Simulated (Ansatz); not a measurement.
# YSi2 (AlB2 type): equation of state and elastic constants

How stiff is YSi2 (AlB2 type)? Energies and pressures are computed at volumes on both sides of the relaxed cell and fitted, then the elastic tensor.

Computed with Ansatz 0.2.0 (DFT PBEsol, scalar-relativistic, plane waves, PAW, unless a step's input says otherwise).

## (1) The structure to begin with

It takes space group P6/mmm (No. 191, hexagonal). Conventional cell: a = 4.075 Å, b = 4.075 Å, c = 3.883 Å, α = 90.00°, β = 90.00°, γ = 120.00°. Around Y (site symmetry 6/mmm) lie 12 Si at 3.05 Å. Si (site symmetry -6m2) is surrounded by 3 Si at 2.35 Å and 6 Y at 3.05 Å.

As a file:

```
CELL_PARAMETERS angstrom
4.07513 0.00000 0.00000
-2.03756 3.52916 0.00000
0.00000 0.00000 3.88321
ATOMIC_POSITIONS crystal
Y 0.00000 0.00000 0.00000
Si 0.33333 0.66667 0.50000
Si 0.66667 0.33333 0.50000
```

This cell comes from an earlier session at PBEsol: 18.616 Å³/atom at 0.01 GPa, on a 10×10×8 mesh.

Volume factors to run: 0.980, 1.020, 0.960, 1.040.

## (2) Scaling the volume by 0.980

The input, input.yaml:

```yaml
crystal:
  lattice:
    - [4.0477778268, 0.0, 0.0]
    - [-2.0238889134, 3.5054784269, 0.0]
    - [0.0, 0.0, 3.8571496541]
  atoms:
    - { symbol: "Y", position: [0.0, 0.0, 0.0] }
    - { symbol: Si, position: [0.3333333333, 0.6666666667, 0.5] }
    - { symbol: Si, position: [0.6666666667, 0.3333333333, 0.5] }
basis:
  ecutwfc: 420
  ecutrho_ratio: 4
kpoints:
  mp_grid: { grid: [10, 10, 8] }
hamiltonian:
  xc: pbesol
scf:
  occupations: { method: gaussian, width: 0.05 }
output:
  forces: true
  stress: true
  eigenvalues: true
relax:
  f_tol: 0.01
  max_steps: 40
  cell: { stress_tol: 0.1, fix: [volume] }
```

After this run come: Scaling the volume by 1.020; Volume × 0.960; Volume × 1.040; The elastic tensor from strained cells.

What does the calculation give? Wanted: V0; B0; B0′; scatter of the fit; C11, C12, C44; K, G, E; Poisson's ratio.

The runs gave:

```
          quantity             value
                V0    18.614 Å³/atom
                B0            93 GPa
               B0′               4.6
scatter of the fit    0.019 meV/atom
     C11, C12, C44  138, 120, 48 GPa
    K, G, E (Hill)    95, 25, 69 GPa
   Poisson's ratio              0.38
```

In words: The fitted minimum lies at 18.61 Å³/atom, and the bulk modulus is 93 GPa. One per cent of compression takes about 0.93 GPa. All eigenvalues of the tensor are positive, so the cell is mechanically stable. K/G = 3.80 lies over Pugh's 1.75, an empirical mark of ductile behaviour drawn from metals, and the universal anisotropy index of 4.74 is large. The tensor's bulk modulus (Hill average) differs from the fitted one by +2 %. These are values at 0 K without zero-point motion.
